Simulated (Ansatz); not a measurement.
# CuS3: one candidate structure, part 1 of 2

Where does CuS3 go from the start given, Cu3Au (L1_2) type (Pm-3m, No. 221)?

Method: DFT PBE, scalar-relativistic, plane waves, PAW, in Ansatz 0.2.0.

## Step 1: The structure to begin with

The structure is cubic, space group Pm-3m (No. 221). Conventional cell: a = 4.202 Å, b = 4.202 Å, c = 4.202 Å, α = 90.00°, β = 90.00°, γ = 90.00°. Cu (site symmetry m-3m) is surrounded by 12 S at 2.97 Å. S (site symmetry 4/mmm) is surrounded by 4 Cu at 2.97 Å and 8 S at 2.97 Å.

Structure file:

```xyz
4
Lattice="4.2020 0.0000 0.0000 0.0000 4.2020 0.0000 0.0000 0.0000 4.2020" Properties=species:S:1:pos:R:3 pbc="T T T"
Cu    0.0000    0.0000    0.0000
S     0.0000    2.1010    2.1010
S     2.1010    0.0000    2.1010
S     2.1010    2.1010    0.0000
```

## Step 2: Quick check of gap, pressure and forces

input.yaml reads:

```yaml
crystal:
  lattice:
    - [4.2019682867, 0.0, 0.0]
    - [0.0, 4.2019682867, 0.0]
    - [0.0, 0.0, 4.2019682867]
  atoms:
    - { symbol: Cu, position: [0.0, 0.0, 0.0], spin: 1.0 }
    - { symbol: S, position: [0.0, 0.5, 0.5] }
    - { symbol: S, position: [0.5, 0.0, 0.5] }
    - { symbol: S, position: [0.5, 0.5, 0.0] }
basis:
  ecutwfc: 420
kpoints:
  mp_grid: { grid: [4, 4, 4] }
hamiltonian:
  xc: pbe
scf:
  occupations: { method: gaussian, width: 0.1 }
  lower_state_search: "off"
output:
  forces: true
  stress: true
  eigenvalues: true
  populations: true
magnetization:
  spin_polarized: true
```

Run with:

```
$ ansatz run input.yaml --threads 1 --pin off --max-ram 2560MiB --backend cpu --events-out ev --progress --plain --runs-dir out
```

What it wrote, shortened:

```text
[...]
SCF converged after 17 iterations
Magnetization: -0.0000 μB (18.5000 up, 18.5000 down)
Absolute magnetization: 0.0000 μB (∫|ρ↑−ρ↓|, with the PAW one-centre terms)
Spin contamination: 0.0000 ħ² per cell (⟨S²⟩ above its minimum at these occupations)
Per-site moments (μB) at R_I (Å): [(2.6194821683466455e-7, 1.2256366113157604), (-9.16343144675856e-7, 1.2256366113157604), (-9.163431447407029e-7, 1.2256366113157604), (-9.163431447094271e-7, 1.2256366113157604)]
Free energy (F): -9327.152124 eV
[...]
E sigma→0 (E₀):  -9327.146403 eV
Entropy (-TS):   -0.011443 eV (-2.861 meV/atom)
Fermi energy:    7.493673 eV
[...]
--- Forces (eV/Å), atoms counted from 1 ---
  atom   1  Cu    -0.00000000     0.00000000     0.00000000
  atom   2  S      0.00000000    -0.00000000    -0.00000000
  atom   3  S      0.00000000    -0.00000000    -0.00000000
  atom   4  S      0.00000000    -0.00000000    -0.00000000
[...]
--- Stress (GPa, compression-positive) ---
       -8.758466       0.000000      -0.000000
       -0.000000      -8.758466       0.000000
        0.000000       0.000000      -8.758466
  P = ⅓ Tr σ = -8.7585 GPa (-87.585 kbar)
--- Band table (eV; the first three rows and the last of 20) ---
  k-point 0 ↑: bands = ["-103.9823", "-61.3993", "-61.3993", "-61.3993", "-7.2668", "-3.5737", "-3.5737", "2.7200", "2.7200", "2.7200", "5.7421", "5.7421", "5.7421", "5.7496", "5.7496", "6.6000", "6.6000", "6.6000", "7.5636", "8.4039", "8.4039", "8.4039", "14.4258"]
[...]
--- Löwdin populations: 4 sites ---
  site symbol       q [e]    m [muB]
     0     Cu     18.3331     0.0000
     1      S      6.1562    -0.0000
     2      S      6.1562    -0.0000
     3      S      6.1562    -0.0000
  spilling = 0.005361 (of n_electrons = 37.000000)
```

Wall time 8 s (1 thread of Intel Xeon at 2.70GHz, shared host); peak memory 0.35 GiB.

By site:

```
atom  Löwdin electrons
 Cu1             18.33
  S2              6.16
  S3              6.16
  S4              6.16
```

The Löwdin counts miss 0.20 of the 37 electrons, which the atomic orbitals do not span, so they are no charges.

The probe gives pressure -8.8 GPa, largest force 0.00 eV/Å, gap on this mesh none (metal). Stress or forces are large, so a loose relaxation on a coarse mesh comes first.

## Step 3: A loose first relaxation

input.yaml: that of step 2 with these lines changed.

```diff
@@ -6,3 +6,3 @@
   atoms:
-    - { symbol: Cu, position: [0.0, 0.0, 0.0], spin: 1.0 }
+    - { symbol: Cu, position: [0.0, 0.0, 0.0] }
     - { symbol: S, position: [0.0, 0.5, 0.5] }
@@ -23,4 +23,6 @@
   eigenvalues: true
-  populations: true
-magnetization:
-  spin_polarized: true
+relax:
+  adjacent_minimum: "off"
+  f_tol: 0.04
+  max_steps: 70
+  cell: { stress_tol: 0.4 }
```

Run with:

```
$ ansatz run input.yaml --threads 1 --pin off --max-ram 2560MiB --backend cpu --events-out ev --progress --plain --runs-dir out
```

What it wrote:

```text
Warning: RAYON_NUM_THREADS=1 ignored (pool sized by the plan → 1); use --threads N
Engine: ansatz 0.2.0, x86_64-unknown-linux-gnu
Pseudopotentials: kind: paw
Pseudopotential: Cu, paw, valence charge 19, recommended cutoff 420 eV (normal), Cu.paw.azcp
Pseudopotential: S, paw, valence charge 6, recommended cutoff 420 eV (normal), S.paw.azcp
Functional definition: PBE
  parameter kappa = 0.804
  parameter beta = 0.06672455060314922
  exchange = pbe_x(kappa = kappa, mu = beta*pi^2/3)
  correlation = pbe_c(beta = beta)
Crystal: 4 atoms, lattice volume = 74.192 Å³
Basis set: ecut = 420 eV, 1419 PW (Γ), exchange–correlation on 60×60×60 points (8 copies of the dense FFT grid, shifted against one another)
Bands: 23, of which v1, the nominal top of the filled ones, is band 19 counted from 1 (18 counted from 0)
Symmetry: 48 space group operations
Space group: Pm-3m (ITA 221), of the structure as read, at distance tolerance 4.2e-5 Å
k-points: 10 of 64
Non-local potential: Cu, projectors of the file, l = 0: 3, l = 1: 2, l = 2: 3, l = 3: 1
Non-local potential: S, projectors of the file, l = 0: 2, l = 1: 2, l = 2: 2
PAW form: soft (Blöchl's): semilocal exchange-correlation on the pseudo side does not see the compensation charge
PAW one-centre angular grid: Cu, 590 points (default); XC on 64 Gauss nodes
PAW one-centre angular grid: S, 110 points (default); XC on 64 Gauss nodes
Initial density: superposition of atomic densities (neutral atoms: chi_scale 0, normalization atom), corrected by the library's trained network
Initial wavefunctions: pseudopotential atomic-orbital guess
Functional: x = pbe(κ = 0.804, μ = 0.2195149727645171), c = pbe(β = 0.06672455060314922)
SCF iter   1: F=—  HF=-9327.160312 eV  |F-HF|=—  |Δ(HF+E_count)|=         —  Δρ=9.68e-3  dr2=4.68e-2  ethr=1.77e-3  ⟨swp⟩=5.4  Hψ=986  notcnv=0
preconditioner: auto → Resta (q_TF=auto, 2.430 Å⁻¹)  ε∞=12.8  [insulator: Δε(μ)=0.178 eV  Ē_g=6.746 eV  σ=0.100 eV  W_gap=0.61  n_scr=18 (ndim 8)  ℏωp=23.2 eV  f_vac=0.000  D(μ)=1.82/eV (n_scr^D=6)  ε∞_Penn≈12.8]
SCF iter   2: F=—  HF=-9327.153435 eV  |F-HF|=—  |Δ(HF+E_count)|=   6.88e-3  Δρ=2.51e-3  dr2=4.84e-3  ethr=1.26e-4  ⟨swp⟩=2.1  Hψ=367  notcnv=0
SCF iter   3: F=—  HF=-9327.152003 eV  |F-HF|=—  |Δ(HF+E_count)|=   1.43e-3  Δρ=1.36e-3  dr2=1.48e-3  ethr=1.31e-5  ⟨swp⟩=2.0  Hψ=367  notcnv=0
SCF iter   4: F=—  HF=-9327.151665 eV  |F-HF|=—  |Δ(HF+E_count)|=   3.38e-4  Δρ=3.80e-4  dr2=1.14e-4  ethr=4.01e-6  ⟨swp⟩=2.6  Hψ=387  notcnv=0
SCF iter   5: F=—  HF=-9327.151680 eV  |F-HF|=—  |Δ(HF+E_count)|=   1.51e-5  Δρ=6.69e-5  dr2=4.62e-6  ethr=3.09e-7  ⟨swp⟩=2.2  Hψ=362  notcnv=0
SCF iter   6: F=—  HF=-9327.152124 eV  |F-HF|=—  |Δ(HF+E_count)|=   4.44e-4  Δρ=2.69e-5  dr2=5.70e-7  ethr=1.25e-8  ⟨swp⟩=2.0  Hψ=395  notcnv=0
SCF iter   7: F=-9327.152124 eV  HF=-9327.152124 eV  |F-HF|=1.04e-8  |Δ(HF+E_count)|=   2.34e-7  Δρ=4.65e-6  dr2=1.64e-8  ethr=2.70e-10  ⟨swp⟩=5.1  Hψ=852  notcnv=0
SCF 1 converged in 7 iterations: F = -9327.152124 eV  dr2 = 1.64e-8
relax step   1: F+E_penalty+E_count = -9327.15212420 eV  Δ(F+E_penalty+E_count) = +0.000e0 eV  max|allowed force component| = 4.552e-30 eV/Å  Δτ_max = 0.0000 Å  P = -8.758 GPa  Ω = 74.192 Å³  (7 SCF iters, dr2 threshold 1.00e-7 eV, accepted)
Crystal: 4 atoms, lattice volume = 63.862 Å³
Basis set: ecut = 420 eV, 1237 PW (Γ), exchange–correlation on 60×60×60 points (8 copies of the dense FFT grid, shifted against one another)
Initial density: handed on by an earlier stage of this run
Initial wavefunctions: those handed on with the density
iter 1 solved again at ethr=2.79e-5 eV; its pass at ethr=3.10e-3 eV (dr2=1.03e-2 eV) is discarded
SCF iter   1: F=—  HF=-9327.503126 eV  |F-HF|=—  |Δ(HF+E_count)|=         —  Δρ=2.82e-3  dr2=1.00e-2  ethr=2.79e-5  ⟨swp⟩=1.1  Hψ=1210  notcnv=0
preconditioner: auto → Resta (q_TF=auto, 2.491 Å⁻¹)  ε∞=12.5  [insulator: Δε(μ)=0.192 eV  Ē_g=7.366 eV  σ=0.100 eV  W_gap=0.71  n_scr=18 (ndim 8)  ℏωp=25.0 eV  f_vac=0.000  D(μ)=1.43/eV (n_scr^D=6)  ε∞_Penn≈12.5]
SCF iter   2: F=—  HF=-9327.501247 eV  |F-HF|=—  |Δ(HF+E_count)|=   1.88e-3  Δρ=1.76e-3  dr2=4.43e-3  ethr=2.71e-5  ⟨swp⟩=1.1  Hψ=231  notcnv=0
SCF iter   3: F=—  HF=-9327.500090 eV  |F-HF|=—  |Δ(HF+E_count)|=   1.16e-3  Δρ=5.67e-4  dr2=1.55e-4  ethr=1.20e-5  ⟨swp⟩=2.5  Hψ=361  notcnv=0
SCF iter   4: F=—  HF=-9327.500215 eV  |F-HF|=—  |Δ(HF+E_count)|=   1.25e-4  Δρ=2.03e-4  dr2=1.62e-5  ethr=4.19e-7  ⟨swp⟩=2.0  Hψ=293  notcnv=0
SCF iter   5: F=—  HF=-9327.500217 eV  |F-HF|=—  |Δ(HF+E_count)|=   2.23e-6  Δρ=7.15e-5  dr2=2.33e-6  ethr=4.38e-8  ⟨swp⟩=2.3  Hψ=338  notcnv=0
SCF iter   6: F=-9327.500217 eV  HF=-9327.500217 eV  |F-HF|=2.31e-7  |Δ(HF+E_count)|=   2.50e-7  Δρ=2.01e-5  dr2=2.19e-7  ethr=1.08e-9  ⟨swp⟩=5.1  Hψ=983  notcnv=0
SCF 2 converged in 6 iterations: F = -9327.500217 eV  dr2 = 2.19e-7
relax step   2: F+E_penalty+E_count = -9327.50021705 eV  Δ(F+E_penalty+E_count) = -3.481e-1 eV  max|allowed force component| = 4.350e-31 eV/Å  Δτ_max = 0.0000 Å  P = -0.715 GPa  Ω = 63.862 Å³  energy of the carried Pulay correction = +1.900e-3 eV  (6 SCF iters, dr2 threshold 4.00e-7 eV, accepted)
Crystal: 4 atoms, lattice volume = 63.082 Å³
iter 1 solved again at ethr=1.24e-7 eV; its pass at ethr=3.10e-3 eV (dr2=4.58e-5 eV) is discarded
SCF iter   1: F=—  HF=-9327.501405 eV  |F-HF|=—  |Δ(HF+E_count)|=         —  Δρ=2.87e-4  dr2=4.55e-5  ethr=1.24e-7  ⟨swp⟩=1.0  Hψ=1174  notcnv=0
preconditioner: auto → Resta (q_TF=auto, 2.496 Å⁻¹)  ε∞=12.5  [insulator: Δε(μ)=0.205 eV  Ē_g=7.412 eV  σ=0.100 eV  W_gap=0.72  n_scr=18 (ndim 8)  ℏωp=25.2 eV  f_vac=0.000  D(μ)=1.38/eV (n_scr^D=6)  ε∞_Penn≈12.5]
SCF iter   2: F=—  HF=-9327.501527 eV  |F-HF|=—  |Δ(HF+E_count)|=   1.22e-4  Δρ=1.44e-4  dr2=1.96e-5  ethr=1.23e-7  ⟨swp⟩=1.1  Hψ=231  notcnv=0
SCF iter   3: F=—  HF=-9327.501522 eV  |F-HF|=—  |Δ(HF+E_count)|=   4.59e-6  Δρ=8.19e-5  dr2=2.71e-6  ethr=5.30e-8  ⟨swp⟩=2.5  Hψ=373  notcnv=0
iter 4 did not close the SCF: its close was put off for the readings that it lacked (scf_convergence_deferred on its scf_iter line)
SCF iter   4: F=-9327.501521 eV  HF=-9327.501522 eV  |F-HF|=8.23e-8  |Δ(HF+E_count)|=   6.33e-7  Δρ=2.43e-5  dr2=3.18e-7  ethr=7.32e-9  ⟨swp⟩=2.7  Hψ=410  notcnv=0
iter 5 did not close the SCF: its close was put off for the readings that it lacked (scf_convergence_deferred on its scf_iter line)
SCF iter   5: F=-9327.501522 eV  HF=-9327.501522 eV  |F-HF|=8.44e-10  |Δ(HF+E_count)|=   3.90e-8  Δρ=2.46e-6  dr2=2.90e-9  ethr=8.58e-10  ⟨swp⟩=2.5  Hψ=326  notcnv=0
SCF iter   6: F=-9327.501522 eV  HF=-9327.501522 eV  |F-HF|=1.67e-10  |Δ(HF+E_count)|=   2.70e-9  Δρ=1.15e-6  dr2=8.16e-10  ethr=7.84e-12  ⟨swp⟩=1.1  Hψ=650  notcnv=0
SCF 3 converged in 6 iterations: F = -9327.501522 eV  dr2 = 8.16e-10
relax step   3: F+E_penalty+E_count = -9327.50152161 eV  Δ(F+E_penalty+E_count) = -1.305e-3 eV  max|allowed force component| = 2.498e-30 eV/Å  Δτ_max = 0.0000 Å  P = +0.253 GPa  Ω = 63.082 Å³  energy of the carried Pulay correction = +2.055e-3 eV  (6 SCF iters, dr2 threshold 4.00e-7 eV, accepted)
Basis set: ecut = 420 eV, 1237 PW (Γ), exchange–correlation on 54×54×54 points (8 copies of the dense FFT grid, shifted against one another)
Initial wavefunctions: pseudopotential atomic-orbital guess (no wavefunctions were taken with the density)
iter 1 solved again at ethr=2.77e-8 eV; its pass at ethr=3.10e-3 eV (dr2=1.02e-5 eV) is discarded
SCF iter   1: F=—  HF=-9327.499126 eV  |F-HF|=—  |Δ(HF+E_count)|=         —  Δρ=2.22e-4  dr2=6.15e-6  ethr=2.77e-8  ⟨swp⟩=3.0  Hψ=1662  notcnv=0
preconditioner: auto → Resta (q_TF=auto, 2.496 Å⁻¹)  ε∞=12.5  [insulator: Δε(μ)=0.206 eV  Ē_g=7.412 eV  σ=0.100 eV  W_gap=0.72  n_scr=18 (ndim 8)  ℏωp=25.2 eV  f_vac=0.000  D(μ)=1.37/eV (n_scr^D=6)  ε∞_Penn≈12.5]
SCF iter   2: F=—  HF=-9327.499038 eV  |F-HF|=—  |Δ(HF+E_count)|=   8.84e-5  Δρ=2.30e-4  dr2=2.00e-5  ethr=1.66e-8  ⟨swp⟩=2.0  Hψ=411  notcnv=0
SCF iter   3: F=—  HF=-9327.499033 eV  |F-HF|=—  |Δ(HF+E_count)|=   4.39e-6  Δρ=4.86e-5  dr2=5.74e-7  ethr=1.66e-8  ⟨swp⟩=2.0  Hψ=283  notcnv=0
SCF iter   4: F=—  HF=-9327.499028 eV  |F-HF|=—  |Δ(HF+E_count)|=   5.27e-6  Δρ=5.11e-6  dr2=5.09e-9  ethr=1.55e-9  ⟨swp⟩=2.0  Hψ=412  notcnv=0
SCF iter   5: F=—  HF=-9327.499028 eV  |F-HF|=—  |Δ(HF+E_count)|=   4.00e-8  Δρ=1.74e-6  dr2=9.27e-10  ethr=1.38e-11  ⟨swp⟩=2.0  Hψ=415  notcnv=0
SCF iter   6: F=-9327.499028 eV  HF=-9327.499028 eV  |F-HF|=1.46e-11  |Δ(HF+E_count)|=   1.61e-9  Δρ=4.19e-7  dr2=1.02e-10  ethr=2.51e-12  ⟨swp⟩=3.2  Hψ=641  notcnv=0
SCF 4 converged in 6 iterations: F = -9327.499028 eV  dr2 = 1.02e-10
relax step   4: F+E_penalty+E_count = -9327.49902800 eV  Δ(F+E_penalty+E_count) = +2.494e-3 eV  max|allowed force component| = 8.205e-30 eV/Å  Δτ_max = 0.0000 Å  P = +0.262 GPa  Ω = 63.082 Å³  stress off target by 2.62e-1 GPa  SCF on the basis re-selected at this cell (its energy is not comparable with the rows above)  (6 SCF iters)
basis re-selected at this cell: Δ(F+E_penalty+E_count) = +2.494e-3 eV, ΔP = +0.009 GPa vs the last step (what re-selecting the basis moved, of the pressure what is left beyond the Pulay correction that the steps carried, after the strain that the cell walked since its last selection, with what the two solves' SCF thresholds leave and, on support functions, any second-order correction that the steps lacked; it is no measure of the basis error at this ecutwfc). The dense FFT grid was sized anew with the basis: this SCF ran on 27×27×27 points, the steps before it on 30×30×30, so part of this shift can come from that change (see relax.cell in the input reference). This SCF's stress stands 2.62e-1 GPa from its target on what of the cell is left free (relax.cell.stress_tol is 4.00e-1 GPa) and its largest allowed force component is 8.20e-30 eV/Å (relax.f_tol is 4.00e-2 eV/Å): within both
SCF converged after 6 iterations
Free energy (F): -9327.499028 eV
Harris-Foulkes:  -9327.499028 eV  (|F-HF|=1.46e-11)
Internal energy: -9327.492170 eV  (E = F + TS)
E sigma→0 (E₀):  -9327.495599 eV
Entropy (-TS):   -0.006858 eV (-1.714 meV/atom)
Fermi energy:    10.036411 eV
--- Per-component energies (eV) ---
  E_band       = -414.181735
  E_kinetic    = 611.779433
  E_local      = -5795.215793  (includes V_loc(G=0)·N_el)
  E_nonlocal   = 494.194364
  E_hartree    = 2568.323358
  E_xc         = -374.785733
  E_vxc        = -369.958094  (∫ρ·V_xc dr)
  E_paw        = -3476.827694  (= ΣΔE_a)
  E_vpaw       = -491.627739  (= ΣTr[D̂ρ^β])
  E_aug_tail   = 0.000313  (compensation charges beyond the density's cutoff)
  E_ewald      = -3354.960418
  E_smearing   = -0.006858  (= −TS)
  E_closure    = -0.000000  (closes the sum)
  Σ components = -9327.499028   (vs F -9327.499028, Δ=0.00e0)
--- Forces (eV/Å), atoms counted from 1 ---
  atom   1  Cu    -0.00000000    -0.00000000    -0.00000000
  atom   2  S     -0.00000000     0.00000000     0.00000000
  atom   3  S      0.00000000     0.00000000    -0.00000000
  atom   4  S     -0.00000000     0.00000000    -0.00000000
  max |Σ_I F_I| component: 1.16e-29 eV/Å
--- Stress (GPa, compression-positive) ---
        0.261856      -0.000000       0.000000
       -0.000000       0.261856       0.000000
        0.000000       0.000000       0.261856
  P = ⅓ Tr σ = 0.2619 GPa (2.619 kbar)
--- Band table (eV; the first three rows and the last of 10) ---
  k-point 0: bands = ["-101.8165", "-59.2304", "-59.2304", "-59.2304", "-6.1388", "-1.1719", "-1.1719", "4.1735", "4.1735", "4.1735", "7.8319", "7.8319", "7.8319", "7.8925", "7.8925", "8.9650", "8.9650", "8.9650", "9.6981", "11.1819", "11.1819", "11.1819", "16.8597"]
  k-point 1: bands = ["-101.8165", "-59.2305", "-59.2304", "-59.2304", "-5.7055", "-2.2826", "-1.0527", "4.5105", "4.5105", "5.0042", "6.9492", "7.4196", "7.4196", "7.8492", "7.9675", "8.8529", "8.8529", "9.3182", "9.5436", "10.7371", "10.7371", "11.3316", "16.7114"]
  k-point 2: bands = ["-101.8165", "-59.2305", "-59.2304", "-59.2304", "-4.8712", "-3.6443", "-0.9240", "5.0113", "5.0113", "6.1605", "6.2792", "6.9122", "6.9122", "7.8666", "7.9049", "8.0452", "8.3525", "8.3525", "9.4556", "10.9092", "10.9092", "14.4267", "14.5733"]
  k-point 9: bands = ["-101.8165", "-59.2305", "-59.2305", "-59.2305", "-2.8338", "-2.8338", "-2.8338", "2.3481", "3.5919", "3.5919", "3.5919", "8.0247", "8.0247", "8.1122", "8.1122", "8.1122", "8.7413", "11.7274", "11.7274", "11.7274", "11.7406", "11.7406", "19.7735"]
--- Relaxed structure (3 steps of the walk, 3 accepted, 1 SCFs on fresh bases) ---
  F+E_penalty+E_count = -9327.49902800 eV   max|allowed force component| = 8.205e-30 eV/Å   (the final SCF, on the basis selected at the relaxed cell)
  cell:  # Å, volume = 63.0824 Å³
    - [3.9807911803205167, 1.7012381175420585e-33, 2.0543252740130515e-33]
    - [1.7012381175420585e-33, 3.9807911803205163, 0.0]
    - [2.0543252740130515e-33, 0.0, 3.9807911803205163]
  atoms:
    - { symbol: Cu, position: [1.0145545820706081e-35, 4.0283784876340075e-37, 4.177577690873821e-37] }
    - { symbol: S, position: [-9.429389645118458e-36, 0.5, 0.5] }
    - { symbol: S, position: [0.5000000000000001, 9.996346617445872e-37, 0.5] }
    - { symbol: S, position: [0.5000000000000001, 0.5, -2.9839840649098027e-37] }
```

Wall time 8 s (1 thread of Intel Xeon at 2.70GHz, shared host); peak memory 0.35 GiB.

The steps of the relaxation:

```
step  E - E(step 1) (eV/cell)  largest force component (eV/Å)  pressure (GPa)  volume (Å³)
   1                   0.0000                          0.0000           -8.76        74.19
   2                  -0.3481                          0.0000           -0.71        63.86
   3                  -0.3494                          0.0000            0.25        63.08
   4                  -0.3469                          0.0000            0.26        63.08
```

Step 1 is the start. Step 4 repeats the geometry before it on a plane-wave basis chosen anew for that cell, so its energy need not be comparable with the rows above.

|  | before | after | change |
| --- | --- | --- | --- |
| a (Å) | 4.202 | 3.981 | -5.3 % |
| b (Å) | 4.202 | 3.981 | -5.3 % |
| c (Å) | 4.202 | 3.981 | -5.3 % |
| volume (Å³/atom) | 18.55 | 15.77 | -15.0 % |
| shortest distance (Å) | 2.971 | 2.815 | -5.3 % |
| space group (0.01 Å) | Pm-3m | Pm-3m | same |

Forces and stress were held to the start's 48 operations: a distortion of lower symmetry was not tested.

(Continued in part 2 of 2.)
